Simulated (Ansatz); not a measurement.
**EuCl3 (BiF3 type): equation of state and elastic constants**

An exercise on one series of results from a longer session: the logs are not shown, and one member is left open.

Method: DFT PBEsol, scalar-relativistic, plane waves, PAW, in Ansatz 0.2.0.

## The system as given

It takes space group Fm-3m (No. 225, cubic). Conventional cell: a = 6.963 Å, b = 6.963 Å, c = 6.963 Å, α = 90.00°, β = 90.00°, γ = 90.00°. Eu (site symmetry m-3m) has 8 Cl at 3.01 Å as nearest neighbours. Cl (site symmetry m-3m) is surrounded by 8 Cl at 3.01 Å. Cl (site symmetry -43m) is surrounded by 4 Eu at 3.01 Å and 4 Cl at 3.01 Å.

As a file:

```xyz
4
Lattice="0.0000 3.4813 3.4813 3.4813 0.0000 3.4813 3.4813 3.4813 0.0000" Properties=species:S:1:pos:R:3 pbc="T T T"
Eu    0.0000    0.0000    0.0000
Cl    3.4813    3.4813    3.4813
Cl    1.7407    1.7407    1.7407
Cl    5.2220    5.2220    5.2220
```

An earlier run at PBEsol left this cell at 21.097 Å³/atom and 0.00 GPa (8×8×8 mesh).

Volume factors to run: 0.980, 1.020, 0.960, 1.040.

Set-up of the first run:

input.yaml

```yaml
crystal:
  lattice:
    - [0.0, 3.4579782359, 3.4579782359]
    - [3.4579782359, 0.0, 3.4579782359]
    - [3.4579782359, 3.4579782359, 0.0]
  atoms:
    - { symbol: Eu, position: [0.0, 0.0, 0.0], spin: 7.12 }
    - { symbol: Cl, position: [0.5, 0.5, 0.5] }
    - { symbol: Cl, position: [0.25, 0.25, 0.25] }
    - { symbol: Cl, position: [0.75, 0.75, 0.75] }
basis:
  ecutwfc: 420
  ecutrho_ratio: 4
kpoints:
  mp_grid: { grid: [8, 8, 8] }
hamiltonian:
  xc: pbesol
scf:
  occupations: { method: gaussian, width: 0.05 }
output:
  forces: true
  stress: true
  eigenvalues: true
  populations: true
magnetization:
  spin_polarized: true
```

Steps of the session up to this table: Scaling the volume by 0.980; Scaling the volume by 1.020; At 0.960 of the relaxed volume; Volume × 1.040.

One table of the session follows, with a row left open; its other results are not shown here.

It belongs to the step «Energy and pressure against volume». 

| volume (Å³/atom) | energy (meV/atom) | pressure (GPa) | moment of atom 1 (μB) |
| --- | --- | --- | --- |
| 20.253 | 6.11 | 2.42 | 6.45 |
| 20.675 | 1.46 | 1.14 | 6.46 |
| 21.097 | 0.00 | 0.00 | 6.47 |
| 21.518 | ? | ? | ? |
| 21.940 | 5.24 | -1.91 | 6.50 |

Estimate the missing values for volume (Å³/atom) = 21.518.

Worked estimate for «energy (meV/atom)». A straight line through the neighbours (21.097, 0.00) and (21.940, 5.24) gives 0.00 + (5.24 − 0.00) × (21.518 − 21.097) / (21.940 − 21.097) = 2.62; a parabola fitted to 3 rows on both sides gives 1.26.

**Answer.** energy (meV/atom): 1.36; pressure (GPa): -1.01; moment of atom 1 (μB): 6.49. In «energy (meV/atom)» the line misses by +1.26 and the parabola by -0.10.

Caveats from the session: No U or exact exchange acts on the open f shell of Eu, so the metal found here may be the functional's error. Warnings in the runs' records: given moment on shells, stability check not made.
